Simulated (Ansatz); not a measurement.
**HfHO (sextet): geometry optimisation**

Aim: relax a generated start of HfHO (sextet) and see which bonds hold.

Program: Ansatz 0.2.0, Gaussian basis. Level of theory: UKS PBE0/def2-TZVP. These are calculated values, not measurements.

## (1) Where the work starts

3 atoms, charge 0, spin multiplicity 6.

Atoms are counted from 1 here; the program's logs count them from 0.

Bond lengths: Hf1–O2 1.909 Å, Hf1–H3 1.688 Å. Angles: O2–Hf1–H3 170.7°.

The start was built by rule and, where that kept it together, relaxed with GFN2-xTB. Sticks and bond lists go by distance. No spin-orbit coupling is included. Elements past krypton take def2 core potentials.

## (2) Relaxation

The input, in.yaml:

```yaml
crystal:
  periodic: [false, false, false]
  atoms:
    - {symbol: Hf, position_ang: [0.003618, -0.066043, -0.102225]}
    - {symbol: O, position_ang: [-0.015627, 1.820050, 0.191843]}
    - {symbol: H, position_ang: [0.012009, -1.754007, -0.089619]}
basis:
  gaussian: {orbitals: def2-TZVP}
magnetization: {spin_polarized: true, initial_magnetization: 5}
hamiltonian: {xc: pbe0}
relax: {f_tol: 0.004, max_steps: 80}
```

Started as:

```
ansatz run in.yaml --threads 1 --pin off --events-out ev --progress --plain --max-ram 2176MiB
```

What does the calculation give? Wanted: energy gained; shift from the start; total energy; dipole moment; ⟨S²⟩.

**Answer**, as computed:

| quantity | value |
| --- | --- |
| steps | 17 |
| energy gained | 1.147 eV |
| shift from the start (rms) | 1.655 Å |
| total energy | -3360.4877 eV |
| dipole moment | 3.11 D |
| ⟨S²⟩ | 8.753 |

In words: By distance, Hf1–H3 opened. Hf1–H3 went from 1.688 to 5.148 Å. No vibrations were run, so this is a stationary point, not a proven minimum, and this spin need not be the ground state's.
